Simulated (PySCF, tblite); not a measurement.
# C4H12SSi3: geometry, infrared bands and NMR shifts

What infrared bands and NMR shifts should C4H12SSi3 (`C#C[SiH2]S[SiH2]C[SiH2]C`) show?

Programs: tblite 0.8.0 and PySCF 2.14.0, with density-fitted response routines of our own. Each step states its level of theory. These are calculated values for one molecule in the gas phase, unless marked as measured. Atoms count from 0, in the outputs and in this text.

**1. The molecule as given**

20 atoms, charge 0, multiplicity 1; geometry from: force field or distance geometry start.

Bonds of the start (Å): C0–C1 1.22, C1–Si2 1.78, Si2–S3 2.15, S3–Si4 2.16, Si4–C5 1.88, C5–Si6 1.85, Si6–C7 1.87, C0–H8 1.08, Si2–H9 1.47, Si2–H10 1.47, Si4–H11 1.48, Si4–H12 1.45, C5–H13 1.11, C5–H14 1.12, Si6–H15 1.47, Si6–H16 1.48, C7–H17 1.11, C7–H18 1.12, C7–H19 1.11.

**2. Geometry optimisation with GFN2-xTB**

Job settings and geometry (Å):

```
{"job": {"kind": "relax", "xc": "GFN2-xTB", "basis": "xTB"}, "charge": 0, "multiplicity": 1}
C      3.858100     0.444200     2.154400
C      3.805400     0.462200     0.934200
Si     3.769700     0.446700    -0.843400
S      1.776700     0.576500    -1.648500
Si     0.428000    -0.806100    -0.674200
C     -1.293900    -0.108800    -0.944700
Si    -2.454000    -0.581900     0.421800
C     -3.833900     0.677700     0.468000
H      3.882300     0.435300     3.231800
H      4.485600     1.643300    -1.297200
H      4.490400    -0.724300    -1.363000
H      0.419400    -2.122700    -1.351500
H      0.761000    -1.013900     0.725100
H     -1.684400    -0.517400    -1.899800
H     -1.226000     1.001100    -1.065900
H     -1.814000    -0.718400     1.743200
H     -3.054900    -1.890600     0.083200
H     -3.435000     1.671000     0.744000
H     -4.239800     0.796600    -0.565600
H     -4.645800     0.340200     1.145200
```

The run is started by

```console
$ OMP_NUM_THREADS=1 python probes_run.py task.json out
```

One launch serves the whole session: the jobs run in the order shown.

The program printed:

```text
step      E/eV     max force
  0    -627.63654    3.918
  1    -627.64518    7.204
  2    -627.79687    2.142
  3    -627.83617    0.458
  4    -627.84867    0.276
  5    -627.88029    0.772
  6    -627.89066    0.454
  7    -627.90221    0.261
  8    -627.91174    0.435
  9    -627.92265    0.516
 10    -627.93060    0.291
 11    -627.93666    0.210
 12    -627.94123    0.238
 13    -627.94519    0.258
 14    -627.94856    0.158
 15    -627.95108    0.123
 16    -627.95299    0.144
 17    -627.95475    0.161
 18    -627.95630    0.101
 19    -627.95746    0.072
 20    -627.95832    0.091
 21    -627.95920    0.094
 22    -627.96042    0.118
 23    -627.96200    0.127
 24    -627.96352    0.082
 25    -627.96454    0.069
 26    -627.96522    0.058
 27    -627.96580    0.064
 28    -627.96641    0.054
 29    -627.96707    0.056
 30    -627.96779    0.060
 31    -627.96858    0.073
 32    -627.96939    0.067
 33    -627.97019    0.059
 34    -627.97102    0.071
 35    -627.97195    0.094
 36    -627.97290    0.087
 37    -627.97368    0.055
 38    -627.97430    0.062
 39    -627.97494    0.071
 40    -627.97574    0.109
 41    -627.97666    0.116
 42    -627.97747    0.083
 43    -627.97812    0.063
 44    -627.97875    0.083
 45    -627.97952    0.103
 46    -627.98038    0.088
 47    -627.98111    0.062
 48    -627.98162    0.053
 49    -627.98212    0.062
 50    -627.98264    0.077
 51    -627.98307    0.055
 52    -627.98337    0.037
 53    -627.98363    0.047
 54    -627.98395    0.062
 55    -627.98435    0.065
 56    -627.98470    0.045
 57    -627.98491    0.031
 58    -627.98506    0.031
 59    -627.98526    0.047
 60    -627.98560    0.062
 61    -627.98602    0.054
 62    -627.98635    0.042
 63    -627.98654    0.032
 64    -627.98670    0.039
 65    -627.98696    0.054
 66    -627.98738    0.057
 67    -627.98786    0.052
 68    -627.98829    0.044
 69    -627.98869    0.050
 70    -627.98926    0.076
 71    -627.99022    0.104
 72    -627.99146    0.109
 73    -627.99259    0.072
 74    -627.99327    0.061
 75    -627.99368    0.055
 76    -627.99413    0.058
 77    -627.99509    0.052
 78    -627.99566    0.036
 79    -627.99608    0.038
 80    -627.99638    0.036
 81    -627.99669    0.033
 82    -627.99704    0.034
 83    -627.99751    0.044
 84    -627.99800    0.047
 85    -627.99836    0.035
 86    -627.99855    0.021
 87    -627.99866    0.023
 88    -627.99879    0.029
 89    -627.99904    0.044
 90    -627.99946    0.057
 91    -627.99990    0.053
 92    -628.00025    0.056
 93    -628.00055    0.046
 94    -628.00085    0.044
 95    -628.00113    0.049
 96    -628.00136    0.038
 97    -628.00154    0.041
 98    -628.00172    0.038
 99    -628.00196    0.046
100    -628.00229    0.054
101    -628.00268    0.044
102    -628.00305    0.039
103    -628.00335    0.034
104    -628.00360    0.042
105    -628.00389    0.063
106    -628.00427    0.057
107    -628.00475    0.049
108    -628.00525    0.047
109    -628.00557    0.041
110    -628.00587    0.040
111    -628.00627    0.045
112    -628.00676    0.058
113    -628.00753    0.074
114    -628.00857    0.081
115    -628.00983    0.088
116    -628.01122    0.085
117    -628.01258    0.086
118    -628.01361    0.086
119    -628.01342    0.108
120    -628.01453    0.043
121    -628.01474    0.032
122    -628.01503    0.035
123    -628.01520    0.037
124    -628.01564    0.038
125    -628.01584    0.047
126    -628.01596    0.025
127    -628.01605    0.024
128    -628.01620    0.023
129    -628.01632    0.028
130    -628.01645    0.023
131    -628.01651    0.016
132    -628.01655    0.014
133    -628.01660    0.018
134    -628.01666    0.020
135    -628.01672    0.014
136    -628.01677    0.013
137    -628.01680    0.011
138    -628.01683    0.010
139    -628.01685    0.013
140    -628.01689    0.016
141    -628.01693    0.017
142    -628.01699    0.020
143    -628.01705    0.019
144    -628.01711    0.020
145    -628.01716    0.014
146    -628.01720    0.017
147    -628.01726    0.029
148    -628.01735    0.036
149    -628.01748    0.035
150    -628.01761    0.022
151    -628.01771    0.018
152    -628.01777    0.013
153    -628.01783    0.015
154    -628.01790    0.017
155    -628.01797    0.019
156    -628.01804    0.021
157    -628.01810    0.022
158    -628.01816    0.020
159    -628.01824    0.022
160    -628.01834    0.020
161    -628.01846    0.024
162    -628.01859    0.026
163    -628.01872    0.027
164    -628.01884    0.024
165    -628.01897    0.028
166    -628.01916    0.035
167    -628.01942    0.036
168    -628.01971    0.056
169    -628.02001    0.061
170    -628.02030    0.036
171    -628.02055    0.021
172    -628.02063    0.025
173    -628.02072    0.019
174    -628.02081    0.025
175    -628.02089    0.023
176    -628.02095    0.014
177    -628.02100    0.013
178    -628.02105    0.023
179    -628.02111    0.027
180    -628.02120    0.025
181    -628.02129    0.022
182    -628.02138    0.024
183    -628.02146    0.017
184    -628.02151    0.016
185    -628.02155    0.017
186    -628.02161    0.021
187    -628.02169    0.020
188    -628.02176    0.019
189    -628.02182    0.016
190    -628.02186    0.011
191    -628.02188    0.015
192    -628.02191    0.013
193    -628.02193    0.010
194    -628.02196    0.009
```

Wall time 4 s (1 thread of Intel Xeon, shared host); peak memory 0.18 GiB.

Step by step: (not every step is listed)

```
step  energy from step 0 (eV)  largest force (eV/Å)
   0                   0.0000                3.9184
   1                  -0.0086                7.2040
   2                  -0.1603                2.1425
   3                  -0.1996                0.4578
   4                  -0.2121                0.2762
   5                  -0.2437                0.7722
   6                  -0.2541                0.4543
   7                  -0.2657                0.2609
   8                  -0.2752                0.4347
  26                  -0.3287                0.0577
  44                  -0.3422                0.0827
  62                  -0.3498                0.0420
  80                  -0.3598                0.0358
  98                  -0.3652                0.0383
 116                  -0.3747                0.0851
 134                  -0.3801                0.0202
 152                  -0.3812                0.0134
 170                  -0.3838                0.0359
 188                  -0.3852                0.0192
 189                  -0.3853                0.0159
 190                  -0.3853                0.0112
 191                  -0.3853                0.0154
 192                  -0.3854                0.0132
 193                  -0.3854                0.0105
 194                  -0.3854                0.0094
```

Distances of close pairs at the start and the end, largest changes first:

```
  bond  before (Å)  after (Å)  change (Å)
C1–Si2       1.778      1.848      +0.070
C5–Si6       1.854      1.899      +0.045
C7–H18       1.117      1.086      -0.030
Si6–C7       1.869      1.898      +0.029
C5–H14       1.119      1.090      -0.028
 C0–H8       1.078      1.053      -0.025
C7–H19       1.110      1.086      -0.024
C5–H13       1.110      1.090      -0.020
```

The next job starts from the end point, and lists it.

**3. Harmonic vibrations with GFN2-xTB**

Job settings and geometry (Å):

```
{"job": {"kind": "ir", "xc": "GFN2-xTB", "basis": "xTB"}, "charge": 0, "multiplicity": 1}
C      4.324905     0.432583     1.962177
C      4.144048     0.260954     0.785550
Si     3.793876     0.051623    -1.016423
S      1.860181     0.887949    -1.460354
Si     0.517457    -0.356004    -0.330374
C     -1.203892     0.378280    -0.549269
Si    -2.556369    -0.572145     0.384705
C     -4.230673     0.282274     0.123465
H      4.496716     0.576929     2.990584
H      4.701416     0.847281    -1.828202
H      3.777742    -1.374484    -1.331335
H      0.623239    -1.708301    -0.875140
H      0.968672    -0.342934     1.057610
H     -1.447470     0.407299    -1.611615
H     -1.190532     1.416934    -0.217699
H     -2.231339    -0.605449     1.816576
H     -2.613680    -1.951927    -0.114560
H     -4.229272     1.288734     0.532847
H     -4.479021     0.357735    -0.931566
H     -5.031151    -0.266653     0.609987
```

The program printed:

```text
mode    cm-1     km/mol
  1      19.6      0.15
  2      26.2      0.02
  3      42.7      2.31
  4      54.4      0.21
  5      58.5      0.85
  6      90.8      3.24
  7     123.2      2.20
  8     126.0      0.03
  9     156.5      1.24
 10     198.6      0.38
 11     207.2      2.20
 12     280.9     15.42
 13     434.8     42.53
 14     437.1     12.07
 15     462.1     30.40
 16     489.8    130.17
 17     504.2    172.32
 18     561.8      6.70
 19     571.3     26.26
 20     584.8     35.96
 21     658.4     61.83
 22     660.4    238.17
 23     680.9     24.44
 24     684.5     32.69
 25     692.4    566.87
 26     709.2     46.14
 27     714.2    184.02
 28     724.9    188.93
 29     742.6    245.95
 30     758.0      9.27
 31     779.0     14.25
 32     794.9    347.10
 33     824.7     99.61
 34     827.7    147.38
 35     847.6    358.13
 36    1006.8      0.31
 37    1134.0    199.73
 38    1373.5     12.36
 39    1442.6      0.95
 40    1485.5      0.20
 41    1490.9      0.38
 42    2204.2     34.16
 43    2211.4    324.70
 44    2226.0    151.00
 45    2259.9    148.88
 46    2273.1    551.76
 47    2292.7    178.67
 48    2331.8    218.29
 49    2972.2     25.44
 50    2982.8      8.79
 51    3034.2     34.26
 52    3035.7     23.34
 53    3044.8     22.88
 54    3352.6      0.22
```

Run time: 2.1 s. Hardware: 1 thread of Intel Xeon, shared host; peak memory 0.18 GiB.

Which atoms move in the most intense modes:

```
cm⁻¹  km/mol                                   atoms
 660   238.2   H15 17 %, H16 17 %, C5 15 %, H19 11 %
 692   566.9   C5 23 %, H12 17 %, H11 17 %, Si4 11 %
 743   245.9                       H10 45 %, H9 43 %
 795   347.1  H15 24 %, H16 24 %, H11 16 %, H12 16 %
 848   358.1    H19 27 %, Si6 19 %, C5 11 %, C7 10 %
2211   324.7                      H15 52 %, H16 41 %
2273   551.8                      H10 71 %, H11 16 %
2332   218.3                                 H9 96 %
```

**4. NMR shieldings: PBE0/pcSseg-1**

Settings changed since step 3:

```diff
@@ -1,2 +1,2 @@
-{"job": {"kind": "ir", "xc": "GFN2-xTB", "basis": "xTB"}, "charge": 0, "multiplicity": 1}
+{"job": {"kind": "nmr", "xc": "PBE0", "basis": "pcSseg-1"}, "charge": 0, "multiplicity": 1}
 C      4.324905     0.432583     1.962177
```

With the program's defaults for keys left out, this is: GIAO PBE0/pcSseg-1 NMR shielding, non-relativistic, gas phase.

The program printed:

```text
coarse grid: 18280 points
cycle   1  E = -1425.4163287746  dE =  4.342e-01  |g| = 5.699e-01  |ddm| = 4.092e+00
cycle   2  E = -1425.3961528187  dE =  2.018e-02  |g| = 6.249e-01  |ddm| = 1.232e+00
cycle   3  E = -1425.4998811213  dE = -1.037e-01  |g| = 6.456e-02  |ddm| = 6.751e-01
cycle   4  E = -1425.5004894862  dE = -6.084e-04  |g| = 4.622e-02  |ddm| = 8.918e-02
cycle   5  E = -1425.5009768727  dE = -4.874e-04  |g| = 1.576e-02  |ddm| = 3.996e-02
cycle   6  E = -1425.5010417079  dE = -6.484e-05  |g| = 3.288e-03  |ddm| = 1.622e-02
cycle   7  E = -1425.5010444387  dE = -2.731e-06  |g| = 7.662e-04  |ddm| = 3.513e-03
final grid: 156824 points
cycle   8  E = -1425.5504737881  dE = -2.652e-05  |g| = 7.790e-03  |ddm| = 2.767e-02
cycle   9  E = -1425.5504667012  dE =  7.087e-06  |g| = 9.239e-03  |ddm| = 1.684e-02
cycle  10  E = -1425.5504892750  dE = -2.257e-05  |g| = 5.894e-04  |ddm| = 9.384e-03
cycle  11  E = -1425.5504893136  dE = -3.866e-08  |g| = 4.190e-04  |ddm| = 7.084e-04
cycle  12  E = -1425.5504893566  dE = -4.294e-08  |g| = 1.005e-04  |ddm| = 3.256e-04
cycle  13  E = -1425.5504893590  dE = -2.490e-09  |g| = 2.729e-05  |ddm| = 1.009e-04
cycle  14  E = -1425.5504893592  dE = -1.901e-10  |g| = 5.627e-06  |ddm| = 3.109e-05
converged SCF energy = -1425.5504893592

GIAO shielding tensors (ppm)
atom      isotropic    diamagn.    paramagn.     s11        s22        s33       span
  0 C       81.177     260.191    -179.013     -3.154      4.427    242.258    245.412
  1 C      100.858     261.169    -160.311     -0.173     13.627    289.122    289.295
  2 Si     408.065     879.212    -471.147    372.740    404.845    446.611     73.870
  3 S      783.372    1062.993    -279.621    731.488    768.166    850.462    118.974
  4 Si     376.465     883.806    -507.341    333.107    377.357    418.930     85.823
  5 C      190.424     262.622     -72.198    183.308    189.039    198.925     15.617
  6 Si     395.712     881.525    -485.813    358.097    396.526    432.514     74.416
  7 C      191.264     251.573     -60.309    186.920    189.134    197.737     10.817
  8 H       29.620      33.068      -3.448     24.440     25.061     39.360     14.920
  9 H       26.686      26.390       0.296     22.222     24.761     33.075     10.853
 10 H       26.720      28.318      -1.598     22.736     25.144     32.280      9.545
 11 H       26.845      32.802      -5.958     22.245     26.625     31.663      9.418
 12 H       26.681      34.989      -8.307     21.339     27.901     30.805      9.466
 13 H       31.381      34.465      -3.084     25.370     31.277     37.496     12.125
 14 H       31.431      35.972      -4.541     25.425     31.455     37.412     11.987
 15 H       27.502      31.330      -3.827     23.265     27.093     32.148      8.883
 16 H       27.499      30.798      -3.298     23.318     26.918     32.262      8.944
 17 H       31.428      30.313       1.115     26.827     29.376     38.080     11.253
 18 H       31.458      29.469       1.989     26.787     29.484     38.103     11.316
 19 H       31.468      26.672       4.795     26.577     27.959     39.868     13.291
```

Run time: 62 s. Hardware: 1 thread of Intel Xeon, shared host; peak memory 1 GiB.

The references, computed at this level on geometries of the same kind, shield at (ppm): 1H TMS 31.72, 13C TMS 186.9, 29Si TMS 349.2, 33S CS2 504. Their shielding less the atom's gives the shift. The references are single molecules in the gas phase. Atoms listed in one row are averaged.

```
        atoms                               environment  σ (ppm)  δ (ppm)  δ scaled to CDCl3
           C0                    terminal alkyne carbon     81.2    105.7              101.3
           C1                             alkyne carbon    100.9     86.1               82.1
           C5                    sp3 CH2 bonded to 2 Si    190.4     -3.5               -5.3
           C7                methyl carbon bonded to Si    191.3     -4.3               -6.1
      H9, H10      hydrogen on a silicon bonded to C, S    26.70     5.01                  –
     H11, H12      hydrogen on a silicon bonded to C, S    26.76     4.95                  –
     H15, H16       hydrogen on a silicon bonded to 2 C    27.50     4.22                  –
           H8      hydrogen on a terminal alkyne carbon    29.62     2.10               2.08
     H13, H14     hydrogen on an sp3 CH2 bonded to 2 Si    31.41     0.31               0.40
H17, H18, H19  hydrogen on a methyl carbon bonded to Si    31.45     0.27               0.36
          Si4               silicon bonded to C, S, 2 H    376.5    -27.3                  –
          Si6                silicon bonded to 2 C, 2 H    395.7    -46.6                  –
          Si2               silicon bonded to C, S, 2 H    408.1    -58.9                  –
           S3                     sulfur bonded to 2 Si      783     -280                  –
```

The scaled column applies a straight-line fit of computed shieldings to shifts measured in CDCl3, with any fitted terms for Cl, Br or S neighbours (root-mean-square error 0.16 ppm for H, 1.9 ppm for C).

Charges from the same density, by scheme (e):

```
atoms  Mulliken    IAO  Hirshfeld  ESP fit
   C0     -0.18  -0.18      -0.07    -0.33
   C1     -0.18  -0.34      -0.16    -0.14
  Si2      0.64   0.72       0.34     0.42
   S3     -0.54  -0.44      -0.19    -0.39
  Si4      0.61   0.70       0.31     0.34
   C5     -0.86  -0.83      -0.25    -0.49
  Si6      0.63   0.77       0.35     0.66
   C7     -0.62  -0.71      -0.21    -0.69
```

Mayer bond orders: C0–C1 2.55, C1–Si2 0.91, Si2–S3 0.97, S3–Si4 0.92, Si4–C5 0.94, C5–Si6 0.89, Si6–C7 0.97.

**5. Results**

```
                                                              quantity                                   value
                             strongest single infrared mode (GFN2-xTB)                    692 cm⁻¹, 567 km/mol
                                          zero-point energy (GFN2-xTB)                           83.9 kcal/mol
                                13C shifts against TMS (PBE0/pcSseg-1)             105.7, 86.1, -3.5, -4.3 ppm
1H shifts against TMS (PBE0/pcSseg-1, means over atoms taken as alike)  5.01, 4.95, 4.22, 2.10, 0.31, 0.27 ppm
                               29Si shifts against TMS (PBE0/pcSseg-1)                 -27.3, -46.6, -58.9 ppm
                                33S shifts against CS2 (PBE0/pcSseg-1)                                -280 ppm
```

What this shows: Over 194 steps the energy fell by 0.385 eV; of the close pairs, C1–Si2 changed most, 1.778 to 1.848 Å. All 54 modes are real, so the xTB geometry is a minimum. The strongest single mode, at 692 cm⁻¹, is spread over many atoms; the largest shares are those of C5, H12, H11. GFN2-xTB is a fitted tight-binding method: band positions and strengths are rough. Its intensities can rank the bands wrongly. At PBE0/pcSseg-1: Shielding is most anisotropic at C1 (span 289 ppm, paramagnetic term -160 ppm).
